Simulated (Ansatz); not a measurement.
# Alloy of GaAs and AlAs (24 of 64 Ga sites exchanged), 128 atoms

Wanted: the relaxed alloy cell and its gap (PBEsol).

Program: Ansatz 0.2.0, PAW, plane waves. These are calculated values, not measurements.

1 further run of the same task is left out (it didn't finish).

## Step 1: The system as built

128 atoms (24 Al, 40 Ga, 64 As); a = 16.024 Å, b = 16.024 Å, c = 16.024 Å, α = 60.00°, β = 60.00°, γ = 60.00°. All atoms were shaken off their sites by about 0.02 Å along each axis; atoms next to an added one may be pushed further to make room.

Plan of the steps: (2) PBEsol cell relaxation at the single k point (½, ½, ½), on 1 × NVIDIA GB300 Max-Q with 8 threads of Arm Neoverse-V2.

## Step 2: Relaxing cell and atoms with PBEsol

File in.yaml:

```yaml
crystal:
  lattice:
    - [0.000000, 11.330715, 11.330715]
    - [11.330715, 0.000000, 11.330715]
    - [11.330715, 11.330715, 0.000000]
  atoms:
    - { symbol: Al, position: [0.001094, 0.000584, 0.998978] }
    - { symbol: Al, position: [0.003465, 0.498507, 0.999948] }
    - { symbol: Al, position: [0.498666, 0.002028, 0.498519] }
    - { symbol: Al, position: [0.249611, 0.750781, 0.248715] }
    - { symbol: Al, position: [0.246561, 0.250686, 0.751377] }
    - { symbol: Al, position: [0.750097, 0.249719, 0.751315] }
    - { symbol: Al, position: [0.500520, 0.999977, 0.249433] }
    - { symbol: Al, position: [0.753234, 0.246894, 0.000388] }
    - { symbol: Al, position: [0.002893, 0.500894, 0.247874] }
    - { symbol: Al, position: [0.001092, 0.499633, 0.749602] }
    - { symbol: Al, position: [0.251756, 0.748922, 0.499568] }
    - { symbol: Al, position: [0.248291, 0.000793, 0.250383] }
    - { symbol: Al, position: [0.751444, 0.999209, 0.248528] }
    - { symbol: Al, position: [0.251728, 0.499957, 0.249773] }
    - { symbol: Al, position: [0.251024, 0.502909, 0.749243] }
    - { symbol: Al, position: [0.501880, 0.747483, 0.499072] }
    - { symbol: Al, position: [0.247655, 0.503010, 0.998529] }
    - { symbol: Al, position: [0.500683, 0.249415, 0.250211] }
    - { symbol: Al, position: [0.752767, 0.500010, 0.998239] }
    - { symbol: Al, position: [0.749282, 0.000959, 0.500263] }
    - { symbol: Al, position: [0.999737, 0.750695, 0.248098] }
    - { symbol: Al, position: [0.997918, 0.251968, 0.748621] }
    - { symbol: Al, position: [0.752543, 0.502365, 0.497035] }
    - { symbol: Al, position: [0.997272, 0.751789, 0.751148] }
    - { symbol: Ga, position: [0.497946, 0.003023, 0.000039] }
    - { symbol: Ga, position: [0.998690, 0.002271, 0.499838] }
    - { symbol: Ga, position: [0.251249, 0.248645, 0.249306] }
    - { symbol: Ga, position: [0.498578, 0.502403, 0.999516] }
    - { symbol: Ga, position: [0.749701, 0.253288, 0.247256] }
    - { symbol: Ga, position: [0.998968, 0.500520, 0.499194] }
    - { symbol: Ga, position: [0.497381, 0.501382, 0.501777] }
    - { symbol: Ga, position: [0.749827, 0.749500, 0.250092] }
    - { symbol: Ga, position: [0.251894, 0.748857, 0.749793] }
    - { symbol: Ga, position: [0.748986, 0.751683, 0.748267] }
    - { symbol: Ga, position: [0.001633, 0.999349, 0.247079] }
    - { symbol: Ga, position: [0.250362, 0.248240, 0.001641] }
    - { symbol: Ga, position: [0.248608, 0.750926, 0.000045] }
    - { symbol: Ga, position: [0.001709, 0.999614, 0.749363] }
    - { symbol: Ga, position: [0.249736, 0.250038, 0.499075] }
    - { symbol: Ga, position: [0.500267, 0.498863, 0.252345] }
    - { symbol: Ga, position: [0.752039, 0.748944, 0.999735] }
    - { symbol: Ga, position: [0.501121, 0.997786, 0.751693] }
    - { symbol: Ga, position: [0.751879, 0.247111, 0.500239] }
    - { symbol: Ga, position: [0.495876, 0.503800, 0.752081] }
    - { symbol: Ga, position: [0.748719, 0.748507, 0.500477] }
    - { symbol: Ga, position: [0.999016, 0.249960, 0.001284] }
    - { symbol: Ga, position: [0.501568, 0.250271, 0.997366] }
    - { symbol: Ga, position: [0.998150, 0.749686, 0.000545] }
    - { symbol: Ga, position: [0.000243, 0.249419, 0.500517] }
    - { symbol: Ga, position: [0.501848, 0.749077, 0.001710] }
    - { symbol: Ga, position: [0.248858, 0.001585, 0.750008] }
    - { symbol: Ga, position: [0.499968, 0.249886, 0.499372] }
    - { symbol: Ga, position: [0.750598, 0.497738, 0.252182] }
    - { symbol: Ga, position: [0.749396, 0.000602, 0.749164] }
    - { symbol: Ga, position: [0.998599, 0.747750, 0.502754] }
    - { symbol: Ga, position: [0.750034, 0.498295, 0.751500] }
    - { symbol: Ga, position: [0.250957, 0.002666, 0.997251] }
    - { symbol: Ga, position: [0.750787, 0.003148, 0.995874] }
    - { symbol: Ga, position: [0.000680, 0.249816, 0.251866] }
    - { symbol: Ga, position: [0.249590, 0.998897, 0.500060] }
    - { symbol: Ga, position: [0.248828, 0.499895, 0.498291] }
    - { symbol: Ga, position: [0.498862, 0.750089, 0.251233] }
    - { symbol: Ga, position: [0.500150, 0.250296, 0.749316] }
    - { symbol: Ga, position: [0.498996, 0.752035, 0.749693] }
    - { symbol: As, position: [0.063078, 0.061525, 0.063033] }
    - { symbol: As, position: [0.561653, 0.062227, 0.060669] }
    - { symbol: As, position: [0.060450, 0.562338, 0.062924] }
    - { symbol: As, position: [0.062103, 0.061790, 0.563429] }
    - { symbol: As, position: [0.312877, 0.314883, 0.312894] }
    - { symbol: As, position: [0.561803, 0.562296, 0.060006] }
    - { symbol: As, position: [0.563456, 0.062055, 0.562622] }
    - { symbol: As, position: [0.810257, 0.312593, 0.311048] }
    - { symbol: As, position: [0.060744, 0.562662, 0.563380] }
    - { symbol: As, position: [0.311078, 0.812086, 0.312033] }
    - { symbol: As, position: [0.310998, 0.314501, 0.812650] }
    - { symbol: As, position: [0.562728, 0.562641, 0.561734] }
    - { symbol: As, position: [0.810110, 0.816058, 0.308910] }
    - { symbol: As, position: [0.811861, 0.313415, 0.812872] }
    - { symbol: As, position: [0.311323, 0.815201, 0.813491] }
    - { symbol: As, position: [0.814308, 0.810921, 0.812383] }
    - { symbol: As, position: [0.062613, 0.062933, 0.312545] }
    - { symbol: As, position: [0.313655, 0.311220, 0.063474] }
    - { symbol: As, position: [0.565524, 0.060694, 0.312509] }
    - { symbol: As, position: [0.811892, 0.311848, 0.066786] }
    - { symbol: As, position: [0.060635, 0.562430, 0.313888] }
    - { symbol: As, position: [0.313740, 0.813183, 0.062693] }
    - { symbol: As, position: [0.062286, 0.061524, 0.814239] }
    - { symbol: As, position: [0.313132, 0.311796, 0.560927] }
    - { symbol: As, position: [0.564425, 0.560122, 0.311092] }
    - { symbol: As, position: [0.811698, 0.813419, 0.062565] }
    - { symbol: As, position: [0.562254, 0.061549, 0.812219] }
    - { symbol: As, position: [0.810813, 0.313484, 0.564756] }
    - { symbol: As, position: [0.063506, 0.563370, 0.811135] }
    - { symbol: As, position: [0.312845, 0.811244, 0.562500] }
    - { symbol: As, position: [0.559579, 0.563372, 0.815686] }
    - { symbol: As, position: [0.810813, 0.814337, 0.563680] }
    - { symbol: As, position: [0.059602, 0.311778, 0.062983] }
    - { symbol: As, position: [0.312622, 0.061648, 0.312842] }
    - { symbol: As, position: [0.563100, 0.315688, 0.059543] }
    - { symbol: As, position: [0.812880, 0.060844, 0.313941] }
    - { symbol: As, position: [0.061336, 0.812282, 0.065017] }
    - { symbol: As, position: [0.061833, 0.314152, 0.562395] }
    - { symbol: As, position: [0.314922, 0.561469, 0.309536] }
    - { symbol: As, position: [0.565275, 0.809678, 0.063532] }
    - { symbol: As, position: [0.310588, 0.064060, 0.813957] }
    - { symbol: As, position: [0.565787, 0.309440, 0.560748] }
    - { symbol: As, position: [0.813258, 0.562332, 0.311412] }
    - { symbol: As, position: [0.814659, 0.063413, 0.813160] }
    - { symbol: As, position: [0.060260, 0.811287, 0.565580] }
    - { symbol: As, position: [0.314548, 0.560386, 0.813379] }
    - { symbol: As, position: [0.560649, 0.813760, 0.562464] }
    - { symbol: As, position: [0.813365, 0.561773, 0.813022] }
    - { symbol: As, position: [0.310346, 0.060498, 0.064072] }
    - { symbol: As, position: [0.814571, 0.064718, 0.061332] }
    - { symbol: As, position: [0.064153, 0.309001, 0.312947] }
    - { symbol: As, position: [0.311597, 0.563513, 0.061512] }
    - { symbol: As, position: [0.314040, 0.060946, 0.563923] }
    - { symbol: As, position: [0.563080, 0.312169, 0.312464] }
    - { symbol: As, position: [0.811440, 0.563447, 0.060105] }
    - { symbol: As, position: [0.813045, 0.063842, 0.562419] }
    - { symbol: As, position: [0.061852, 0.815399, 0.311856] }
    - { symbol: As, position: [0.061909, 0.310915, 0.812902] }
    - { symbol: As, position: [0.310347, 0.562683, 0.563308] }
    - { symbol: As, position: [0.562880, 0.813081, 0.313698] }
    - { symbol: As, position: [0.563185, 0.313870, 0.812554] }
    - { symbol: As, position: [0.813368, 0.559898, 0.563413] }
    - { symbol: As, position: [0.062208, 0.811868, 0.814337] }
    - { symbol: As, position: [0.562596, 0.812370, 0.811118] }
kpoints:
  mp_grid: { grid: [1, 1, 1], shift: [0.5, 0.5, 0.5] }
hamiltonian:
  xc: pbesol
scf:
  occupations: { method: fermi_dirac, width: 0.01 }
relax:
  f_tol: 0.03
  max_steps: 80
  escape_saddle: false
  adjacent_minimum: "off"
  cell: { fix: [shape] }
output:
  forces: true
  eigenvalues: true
  populations: true
```

Run with:

```
> ansatz run in.yaml --threads 8 --pin off --max-ram 118750MiB --runs-dir r --events-out ev --progress --plain --backend cuda --devices 0,
```

**Question.** What will these runs give? Wanted: for each run, top filled to lowest empty.

As calculated:

| level | time | top filled to lowest empty (eV) |
| --- | --- | --- |
| PBEsol, relaxation | 12 s (GPU) | 1.55 |

```
     quantity                                                                         value
   relaxation                                              4 recorded steps, 0.81 eV gained
largest shift                                                                 0.07 Å (As77)
 relaxed cell  a = 16.025 Å, b = 16.025 Å, c = 16.025 Å, α = 60.00°, β = 60.00°, γ = 60.00°
   mean bonds                                                    Al–As 2.455, As–Ga 2.452 Å
```

**Reading.** Relaxation gains 0.81 eV, with shifts up to 0.07 Å (As77), while the volume changes by +0.0 %. Part of this undoes the random shake of the start. The mean lengths differ by only 0.00 Å, over all coordinations together. No spin–orbit coupling is included; with elements this heavy it would shift the edges. With one k point the spacing samples only the states that fold onto it, so it can exceed the gap over the zone.
